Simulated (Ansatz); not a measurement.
# C3H12AlN: basis-set convergence

One table from this session's results is given with a row withheld; the runs are named, their logs left out.

The runs use Ansatz 0.2.0, Gaussian basis; one geometry, several basis sets.

Plan: PBE0-D4/def2-SVP; ωB97M-V/def2-SVP; PBE0-D4/def2-QZVPP; ωB97M-V/def2-QZVPP; the functionals' def2-TZVPP values are taken from earlier runs.

## The relaxed structure

An earlier PBE0-D4 in a triple-zeta def2 set relaxation fixed the geometry.

17 atoms, charge 0, spin multiplicity 1.

Atoms are counted from 1 here; the program's logs count them from 0.

Bond lengths: C1–N2 1.469 Å, C1–H6 1.092 Å, C1–H7 1.089 Å, C1–H8 1.089 Å, N2–Al3 2.062 Å, N2–H9 1.016 Å, N2–H10 1.016 Å, Al3–C4 1.979 Å, Al3–C5 1.979 Å, Al3–H11 1.614 Å, C4–H12 1.096 Å, C4–H13 1.096 Å, C4–H14 1.096 Å, C5–H15 1.096 Å, C5–H16 1.096 Å, C5–H17 1.096 Å. Angles: N2–C1–H6 112.4°, N2–C1–H7 108.8°, N2–C1–H8 108.8°, H6–C1–H7 109.3°, H6–C1–H8 109.3°, H7–C1–H8 108.2°, C1–N2–Al3 115.6°, C1–N2–H9 110.4°, C1–N2–H10 110.4°, Al3–N2–H9 106.9°, Al3–N2–H10 106.9°, H9–N2–H10 106.0°, N2–Al3–C4 101.7°, N2–Al3–C5 101.7°, N2–Al3–H11 96.7°, C4–Al3–C5 117.9°, C4–Al3–H11 116.6°, C5–Al3–H11 116.6° and more.

Set-up of the first run:

Input file in.yaml:

```yaml
crystal:
  periodic: [false, false, false]
  atoms:
    - {symbol: C, position_ang: [0.363760, 1.043667, -1.626772]}
    - {symbol: N, position_ang: [1.034184, 0.939294, -0.323662]}
    - {symbol: Al, position_ang: [0.165461, -0.355253, 1.025504]}
    - {symbol: C, position_ang: [0.290787, -2.080368, 0.063987]}
    - {symbol: C, position_ang: [-1.628290, 0.448412, 1.255165]}
    - {symbol: H, position_ang: [0.866765, 1.741740, -2.299576]}
    - {symbol: H, position_ang: [0.336240, 0.056892, -2.087339]}
    - {symbol: H, position_ang: [-0.662328, 1.373195, -1.468176]}
    - {symbol: H, position_ang: [1.078305, 1.848633, 0.126400]}
    - {symbol: H, position_ang: [1.996795, 0.638425, -0.443088]}
    - {symbol: H, position_ang: [1.222399, -0.116917, 2.222226]}
    - {symbol: H, position_ang: [-0.001191, -2.905624, 0.723091]}
    - {symbol: H, position_ang: [1.307706, -2.309594, -0.275652]}
    - {symbol: H, position_ang: [-0.368587, -2.138408, -0.809341]}
    - {symbol: H, position_ang: [-1.591487, 1.510092, 1.526225]}
    - {symbol: H, position_ang: [-2.260714, 0.357959, 0.364822]}
    - {symbol: H, position_ang: [-2.168706, -0.052345, 2.066287]}
basis:
  gaussian: {orbitals: def2-SVP}
hamiltonian: {xc: pbe0, dispersion: d4}
output: {orbitals: {seedname: orbitals}}
```

Run with:

```bash
ansatz run in.yaml --threads 4 --pin off --events-out ev --progress --plain --max-ram 11315MiB
```

Among the steps run: PBE0-D4 in def2-SVP; ωB97M-V in def2-SVP; PBE0-D4 in def2-QZVPP; ωB97M-V in def2-QZVPP.

One of the session's tables, all rows but one given; the rest of the session is left out.

It belongs to the step «Density functionals: the series». 

```
functional       basis  HOMO (eV)  LUMO (eV)
   PBE0-D4    def2-SVP      -6.81       0.74
   PBE0-D4  def2-TZVPP      -6.89       0.18
   PBE0-D4  def2-QZVPP      -6.90      -0.19
   ωB97M-V    def2-SVP      -9.07       2.34
   ωB97M-V  def2-TZVPP          ?          ?
   ωB97M-V  def2-QZVPP      -9.17       0.91
```

Estimate the missing values for ωB97M-V, def2-TZVPP.

The run gave: HOMO (eV): -9.15; LUMO (eV): 1.59. In the column «HOMO (eV)» it lies between ωB97M-V, def2-QZVPP (-9.17) and ωB97M-V, def2-SVP (-9.07).
